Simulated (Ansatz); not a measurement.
**Si₂B₂H₈: one species, many methods**

One table from this session's results is given with a row withheld; the runs are named, their logs left out.

Computed with Ansatz 0.2.0, Gaussian basis. Level: functionals in def2-TZVPP, the program's frozen cores in correlated methods.

Plan: LDA (SPW92), PBE-D4, revPBE-D4, BLYP-D4, r2SCAN-D4, B97M-V, PBE0-D4, B3LYP-D4, r2SCANh-D4, r2SCAN0-D4, HSE06-D4, BHLYP-D4, CAM-B3LYP-D4, LC-ωPBE, ωB97X-V, ωB97M-V, B2PLYP, PBE-QIDH; CCSD(T)/def2-SVP; CCSD(T)/def2-TZVPP; RPA on PBE.

1 further run of the same task is left out (it didn't finish).

### The geometry

An earlier PBE0-D4 in a triple-zeta def2 set relaxation fixed the geometry.

SMILES `B[SiH](B)[SiH3]`, 12 atoms, charge 0, spin multiplicity 1.

Atoms are counted from 1 here; the program's logs count them from 0.

Bond lengths: B1–Si2 1.980 Å, B1–H5 1.196 Å, B1–H6 1.195 Å, Si2–B3 1.980 Å, Si2–Si4 2.374 Å, Si2–H7 1.490 Å, B3–H8 1.196 Å, B3–H9 1.195 Å, Si4–H10 1.488 Å, Si4–H11 1.485 Å, Si4–H12 1.487 Å. Angles: Si2–B1–H5 118.8°, Si2–B1–H6 122.5°, H5–B1–H6 118.6°, B1–Si2–B3 117.4°, B1–Si2–Si4 96.2°, B1–Si2–H7 117.0°, B3–Si2–Si4 96.3°, B3–Si2–H7 117.1°, Si4–Si2–H7 106.7°, Si2–B3–H8 118.8°, Si2–B3–H9 122.5°, H8–B3–H9 118.6°, Si2–Si4–H10 110.2°, Si2–Si4–H11 110.0°, Si2–Si4–H12 110.2°, H10–Si4–H11 109.1°, H10–Si4–H12 108.3°, H11–Si4–H12 109.1°.

The first run:

Contents of in.yaml:

```yaml
crystal:
  periodic: [false, false, false]
  atoms:
    - {symbol: B, position_ang: [-1.083686, 1.678804, -0.261340]}
    - {symbol: Si, position_ang: [0.313748, 0.587020, 0.620085]}
    - {symbol: B, position_ang: [-0.287829, -0.882246, 1.803811]}
    - {symbol: Si, position_ang: [0.800913, -0.774989, -1.261794]}
    - {symbol: H, position_ang: [-2.128140, 1.164865, -0.534881]}
    - {symbol: H, position_ang: [-0.899773, 2.812291, -0.591919]}
    - {symbol: H, position_ang: [1.581238, 1.278131, 0.988394]}
    - {symbol: H, position_ang: [-1.321298, -1.431643, 1.559013]}
    - {symbol: H, position_ang: [0.373191, -1.285987, 2.713704]}
    - {symbol: H, position_ang: [1.280643, 0.064399, -2.392263]}
    - {symbol: H, position_ang: [-0.418143, -1.509515, -1.686540]}
    - {symbol: H, position_ang: [1.866034, -1.756229, -0.922268]}
basis:
  gaussian: {orbitals: def2-TZVPP}
hamiltonian: {xc: lda}
output: {orbitals: {seedname: orbitals}}
```

On the command line:

```bash
$ ansatz run in.yaml --threads 2 --pin off --events-out ev --progress --plain --max-ram 4352MiB
```

Among the steps run: LDA; PBE-D4 (GGA); revPBE-D4 (GGA); BLYP-D4 (GGA); r2SCAN-D4 (meta-GGA); B97M-V (meta-GGA); B3LYP-D4 (hybrid); r2SCANh-D4 (hybrid); r2SCAN0-D4 (hybrid); HSE06-D4 (hybrid); BHLYP-D4 (hybrid); CAM-B3LYP-D4 (range-separated); LC-ωPBE (range-separated); ωB97X-V (range-separated); ωB97M-V (range-separated); B2PLYP (double hybrid); PBE-QIDH (double hybrid).

One table of the session follows, with a row left open; its other results are not shown here.

It belongs to the step «Frontier levels by functional». 

```
  functional  HOMO (eV)  LUMO (eV)  gap (eV)
 LDA (SPW92)      -7.02      -3.64      3.38
      PBE-D4      -6.96      -3.38      3.58
   revPBE-D4      -6.92      -3.27      3.66
     BLYP-D4      -6.82      -3.17      3.65
   r2SCAN-D4      -7.20      -3.07      4.13
      B97M-V      -7.29      -3.19      4.10
     PBE0-D4      -7.95      -2.42      5.53
    B3LYP-D4      -7.74      -2.58      5.16
  r2SCANh-D4      -7.55      -2.74      4.81
  r2SCAN0-D4      -8.08      -2.25      5.83
    HSE06-D4          ?          ?         ?
    BHLYP-D4      -8.77      -1.36      7.41
CAM-B3LYP-D4      -9.11      -1.29      7.82
     LC-ωPBE     -10.36      -0.16     10.20
     ωB97X-V     -10.06      -0.26      9.81
     ωB97M-V      -9.88      -0.51      9.37
```

**Question.** Estimate the row for HSE06-D4.

**Answer.** HOMO (eV): -7.56; LUMO (eV): -2.80; gap (eV): 4.76. In the column «HOMO (eV)» it lies between B3LYP-D4 (-7.74) and r2SCANh-D4 (-7.55).
